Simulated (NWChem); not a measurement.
# CHBClN (SMILES N#CBCl) at B3LYP/6-311+G(d,p)

Aim: the vertical ionisation energy of CHBClN at B3LYP/6-311+G**, from 2 runs. 

Program for the calculation: NWChem 7.3.0.

10 further runs of the same task are left out: 10 set aside as unsound or not needed.

## Step 1: The molecule

CHBClN has 5 atoms, charge 0, and is taken as a singlet. As SMILES, `N#CBCl`. The shape is that of a PBE0-D4/def2-TZVP optimisation.

Bond lengths: N1–C2 1.152 Å, C2–B3 1.528 Å, B3–Cl4 1.723 Å, B3–H5 1.187 Å. Angles: N1–C2–B3 178.6°, C2–B3–Cl4 119.2°, C2–B3–H5 120.7°, Cl4–B3–H5 120.1°.

## Step 2: A single-point energy at B3LYP/6-311+G(d,p)

Input file calc.nw:

```
start calc
title "CHBClN"
memory total 2200 mb

geometry noautosym nocenter noautoz
  N        1.053200      -1.411100       1.218200
  C        0.513400      -0.630900       0.564200
  B       -0.176600       0.429700      -0.293300
  Cl      -1.594500       0.005200      -1.176200
  H        0.254400       1.533500      -0.354200
end

basis spherical bse
  * library 6-311+G**
end

dft
  xc b3lyp
  grid fine
  convergence energy 0.01
  iterations 100
  mulliken
  noprint "final vectors analysis"
end

task dft
```

On the command line:

```console
$ nwchem calc.nw > calc.out
```

What it wrote:

```text
[...]
          Wavefunction type:  closed shell.
          No. of atoms     :     5
          No. of electrons :    36
[...]
          Charge           :     0
          Spin multiplicity:     1
[...]
          AO basis - number of functions:   102
[...]
              XC Information
              --------------
                         B3LYP Method XC Potential
                     Hartree-Fock (Exact) Exchange  0.200
                        Slater Exchange Functional  0.800 local
                    Becke 1988 Exchange Functional  0.720 non-local
              Lee-Yang-Parr Correlation Functional  0.810
                  VWN I RPA Correlation Functional  0.190 local
[...]
 d= 0,ls=0.0,diis     1   -578.4895838026 -6.85D+02  1.29D-02  1.28D+00     2.1
[...]
 d= 0,ls=0.0,diis     9   -578.5866604988 -1.40D-06  7.74D-06  6.85D-07    13.0
         Total DFT energy =     -578.586660498809
      One electron energy =    -1005.076848586648
           Coulomb energy =      364.946539497406
    Exchange-Corr. energy =      -44.967256007362
 Nuclear repulsion energy =      106.510904597795
[...]
      Total Density - Mulliken Population Analysis
     ---------------------------------------------
    Atom       Charge   Shell Charges
 -----------   ------   -------------------------------------------------------
    1 N    7     7.24   1.10  0.90  0.74  0.96  1.58  0.93  0.97  0.06 -0.02  0.04
    2 C    6     5.92   1.10  0.88  0.66  0.81  1.34  0.45  0.62 -0.03  0.05  0.05
    3 B    5     4.95   1.13  0.86  0.45  0.70  1.00  0.31  0.29  0.04  0.05  0.12
    4 Cl  17    16.97   0.78  1.19  0.89  1.09  1.02  1.00  7.43 -1.52  1.11  2.89  1.23 -0.02 -0.14  0.02
    5 H    1     0.93   0.27  0.54  0.10  0.02
[...]
```

It took 14 s on 1 thread of Intel Xeon Platinum 8375C at 2.90GHz (Ice Lake), shared host; peak memory 0.11 GiB.

## Step 3: The doublet cation

Input file a.nw:

```
start a
title "CHBClN"
memory stack 880 mb heap 220 mb global 1100 mb
charge 1
geometry noautosym nocenter noautoz
N      1.053200    -1.411100     1.218200
C      0.513400    -0.630900     0.564200
B     -0.176600     0.429700    -0.293300
Cl    -1.594500     0.005200    -1.176200
H      0.254400     1.533500    -0.354200
end
basis spherical bse
* library 6-311+G**
end
dft
xc b3lyp
mult 2
grid fine
convergence energy 0.01
iterations 100
mulliken
print low
end
task dft energy
```

On the command line:

```console
$ nwchem a.nw > a.out
```

What it wrote:

```text
[...]
 d= 0,ls=0.0,diis     1   -577.9095385336 -6.84D+02  1.14D-02  7.85D-01     2.5
[...]
 d= 0,ls=0.0,diis    17   -578.1412334670 -1.34D-07  1.47D-06  2.26D-09    31.1
[...]
         Total DFT energy =     -578.141233467039
      One electron energy =     -995.353837372835
           Coulomb energy =      355.298248819389
    Exchange-Corr. energy =      -44.596549511388
 Nuclear repulsion energy =      106.510904597795
[...]
      Total Density - Mulliken Population Analysis
     ---------------------------------------------
    Atom       Charge   Shell Charges
 -----------   ------   -------------------------------------------------------
    1 N    7     7.00   1.10  0.90  0.72  0.99  1.54  0.91  0.85  0.02 -0.05  0.04
    2 C    6     5.88   1.10  0.88  0.65  0.82  1.35  0.41  0.61 -0.03  0.04  0.05
    3 B    5     4.88   1.13  0.86  0.44  0.73  1.00  0.27  0.27  0.03  0.05  0.11
    4 Cl  17    16.47   0.78  1.19  0.89  1.09  1.07  0.97  7.42 -1.52  1.08  2.76  0.90 -0.05 -0.14  0.02
    5 H    1     0.76   0.24  0.50 -0.00  0.02
[...]
      <S2> =      0.7551 (Exact =     0.7500)
[...]
```

Wall time 32 s (1 thread of Intel Xeon Platinum 8375C at 2.90GHz (Ice Lake), shared host); peak memory 0.11 GiB.

## Step 4: Outcome

At B3LYP/6-311+G**:

```
                                          quantity          value
                      singlet CHBClN: total energy  -578.58666 Eh
                     singlet CHBClN: dipole moment         2.56 D
                      doublet cation: total energy  -578.14123 Eh
                              doublet cation: ⟨S²⟩          0.755
vertical ionisation energy (to the doublet cation)      12.121 eV
```

**Reading.** Removing an electron at fixed nuclei costs 12.12 eV (1169 kJ/mol). Mulliken charges (doublet cation) run from +0.00 on N1 to +0.53 on Cl4; in a basis this large or diffuse they mean little.
